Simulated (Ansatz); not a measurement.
# Ca4Br: the cost of one run

Program: Ansatz 0.2.0. Level of theory: DFT PBE, scalar-relativistic, plane waves, PAW. These are calculated values, not measurements.

2 further runs of the same task are left out: 1 that didn't finish, 1 set aside as unsound or not needed.

## (1) The starting structure

It takes space group P6/mmm (No. 191, hexagonal). Conventional cell: a = 5.904 Å, b = 5.904 Å, c = 5.004 Å, α = 90.00°, β = 90.00°, γ = 120.00°. Ca (site symmetry mmm) has 6 Ca at 2.95 Å as nearest neighbours. Ca (site symmetry 6/mmm) is surrounded by 2 Br at 2.50 Å. Around Br (site symmetry 6/mmm) lie 2 Ca at 2.50 Å.

Structure file:

```cif
data_structure
_symmetry_space_group_name_H-M 'P 1'
_symmetry_Int_Tables_number 1
_cell_length_a 5.9039
_cell_length_b 5.9039
_cell_length_c 5.0035
_cell_angle_alpha 90.000
_cell_angle_beta 90.000
_cell_angle_gamma 120.000
_cell_volume 151.04
loop_
_atom_site_label
_atom_site_type_symbol
_atom_site_fract_x
_atom_site_fract_y
_atom_site_fract_z
_atom_site_occupancy
Ca1 Ca 0.50000 0.00000 0.50000 1
Ca2 Ca 0.00000 0.50000 0.50000 1
Ca3 Ca 0.50000 0.50000 0.50000 1
Ca4 Ca 0.00000 0.00000 0.50000 1
Br1 Br 0.00000 0.00000 0.00000 1
```

A structure generator made this guess: random cell by space group and Wyckoff sites (P6/mmm, No. 191). Lengths come from tabulated atomic sizes and are only a guess.

## (2) The guess as it stands, on a coarse mesh

input.yaml

```yaml
crystal:
  lattice:
    - [5.90394939, 0.0, 0.0]
    - [-2.95197469, 5.11297015, 0.0]
    - [0.0, 0.0, 5.0035247]
  atoms:
    - { symbol: Ca, position: [0.5, 0.0, 0.5] }
    - { symbol: Ca, position: [0.0, 0.5, 0.5] }
    - { symbol: Ca, position: [0.5, 0.5, 0.5] }
    - { symbol: Ca, position: [0.0, 0.0, 0.5] }
    - { symbol: Br, position: [0.0, 0.0, 0.0] }
basis:
  ecutwfc: 420
kpoints:
  mp_grid: { grid: [3, 3, 4] }
hamiltonian:
  xc: pbe
scf:
  occupations: { method: gaussian, width: 0.1 }
  lower_state_search: "off"
output:
  forces: true
  stress: true
  eigenvalues: true
```

Launch:

```console
ansatz run input.yaml --threads 1 --pin off --max-ram 2048MiB --backend cpu --events-out ev --progress --plain --runs-dir out
```

Q: Estimate wall time and peak memory on 1 thread of Arm Neoverse V2, shared host.

About 2 s, with a peak of 0.35 GiB.
